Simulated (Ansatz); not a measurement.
# CH3B2Cl (SMILES ClC1BB1): one structure at several levels

An exercise on one series of results from a longer session: the logs are not shown, and one member is left open.

Computed with Ansatz 0.2.0, Gaussian basis. Level: single points in def2-TZVPP.

Correlated methods freeze the cores. B3LYP uses VWN-RPA correlation.

### Starting geometry

7 atoms, charge 0, spin multiplicity 1.

Atoms are counted from 1 here; the program's logs count them from 0.

Bond lengths: Cl1–C2 1.752 Å, C2–B3 1.567 Å, C2–B4 1.632 Å, C2–H5 1.132 Å, B3–B4 1.521 Å, B3–H6 1.131 Å, B4–H7 1.126 Å. Angles: Cl1–C2–B3 120.7°, Cl1–C2–B4 151.8°, Cl1–C2–H5 104.1°, B3–C2–B4 56.7°, B3–C2–H5 131.5°, B4–C2–H5 92.2°, C2–B3–B4 63.8°, C2–B3–H6 119.7°, B4–B3–H6 158.3°, C2–B4–B3 59.5°, C2–B4–H7 125.5°, B3–B4–H7 166.8°.

Geometry (Å):

```xyz
7
CH3B2Cl
Cl   -2.0009   -0.6397   -0.7697
C    -0.3313   -0.2336   -0.4263
B     0.0235    1.0215    0.4431
B     0.9581   -0.1717    0.5727
H     0.2556   -0.7846   -1.2216
H    -0.7896    1.7544    0.7259
H     1.8246   -0.8915    0.5675
```

The first run:

File run/in.yaml:

```yaml
crystal:
  periodic: [false, false, false]
  atoms:
    - {symbol: Cl, position_ang: [-2.000900, -0.639700, -0.769700]}
    - {symbol: C, position_ang: [-0.331300, -0.233600, -0.426300]}
    - {symbol: B, position_ang: [0.023500, 1.021500, 0.443100]}
    - {symbol: B, position_ang: [0.958100, -0.171700, 0.572700]}
    - {symbol: H, position_ang: [0.255600, -0.784600, -1.221600]}
    - {symbol: H, position_ang: [-0.789600, 1.754400, 0.725900]}
    - {symbol: H, position_ang: [1.824600, -0.891500, 0.567500]}
basis:
  gaussian: {orbitals: def2-TZVPP}
correlation: {method: ccsd_t}
output: {forces: true}
```

No record of the launch command was kept for these runs.

Steps of the session up to this table: CCSD(T)/def2-TZVPP; PBE0-D4/def2-TZVPP; wB97M-V/def2-TZVPP; r2SCAN-D4/def2-TZVPP; PBE-D4/def2-TZVPP; r2SCAN0-D4/def2-TZVPP; B3LYP-D4/def2-TZVPP.

One table of the session follows, with a row left open; its other results are not shown here.

```
    method  RMS force component (eV/Å)  angle to CCSD(T) forces (°)  dipole (D)
   CCSD(T)                       0.717                    reference        1.17
   PBE0-D4                       0.771                         15.5        1.19
   wB97M-V                           ?                            ?           ?
 r2SCAN-D4                       0.742                         13.3        1.17
    PBE-D4                       0.754                         15.0        1.13
r2SCAN0-D4                       0.763                         16.2        1.23
  B3LYP-D4                       0.733                         13.3        1.17
```

**Question.** Estimate the row for wB97M-V.

**Answer.** RMS force component (eV/Å): 0.727; angle to CCSD(T) forces (°): 14.1; dipole (D): 1.21. In the column «RMS force component (eV/Å)» it lies between CCSD(T) (0.717) and B3LYP-D4 (0.733).
